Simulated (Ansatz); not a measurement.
**NaCl: the cell at several levels of theory**

The task here is to estimate one member of a computed series from the others.

The COD entry's cell or inner coordinates are ideal or old and differ from later refinements, so a difference from it is no clean test against experiment.

Program: Ansatz 0.2.0. PAW datasets, plane waves, zero pressure. Computed at 0 K without zero-point motion; spin polarisation is off.

## The cell

The symmetry is Fm-3m (No. 225, cubic); conventional cell a = 5.620 Å, 22.19 Å³ an atom. Around Na lie 6 Cl at 2.81 Å; around Cl lie 6 Na at 2.81 Å.

As a file:

```
Na Cl
1.0
     0.00000    2.81000    2.81000
     2.81000    0.00000    2.81000
     2.81000    2.81000    0.00000
Na Cl
1 1
Direct
  0.00000 0.00000 0.00000
  0.50000 0.50000 0.50000
```

The first run:

input.yaml

```yaml
crystal:
  lattice:
    - [0.0, 2.81, 2.81]
    - [2.81, 0.0, 2.81]
    - [2.81, 2.81, 0.0]
  atoms:
    - { symbol: Na, position: [0.0, 0.0, 0.0] }
    - { symbol: Cl, position: [0.5, 0.5, 0.5] }
kpoints:
  mp_grid: { grid: [8, 8, 8] }
hamiltonian:
  xc: pbe
scf:
  occupations: { method: fermi_dirac, width: 0.02 }
relax:
  f_tol: 0.005
  cell: {}
output:
  write_density: true
  write_potential: true
  elf: true
  volumetric_format: npy
```

Command:

```bash
$ ansatz run input.yaml --threads 2 --pin off --max-ram 2211MiB --backend cpu --events-out ev --progress --plain --runs-dir out
```

Among the steps run: Relaxing with PBE; Relaxation with r2SCAN; Relaxation with PBEsol; Relaxation with LDA; Relaxation with HSE06.

One of the session's tables, all rows but one given; the rest of the session is left out.

| level | a (Å) | volume (Å³/atom) |
| --- | --- | --- |
| PBE | 5.694 | 23.078 |
| r2SCAN | 5.605 | 22.016 |
| PBEsol | ? | ? |
| LDA | 5.464 | 20.387 |
| HSE06 | 5.652 | 22.574 |

Q: Estimate the row for PBEsol from the others.

As computed: a (Å): 5.598; volume (Å³/atom): 21.934. In the column «a (Å)» it lies between LDA (5.464) and r2SCAN (5.605).

In words: From the start to the first minimum the volume moved by +4.0 %. The volume runs from LDA (least) to PBE (most), a spread of 13.2 %, or 4.2 % in length if all axes shared it alike. The meshes differ: PBE 8×8×8, r2SCAN 8×8×8, PBEsol 8×8×8, LDA 8×8×8, HSE06 6×6×6.
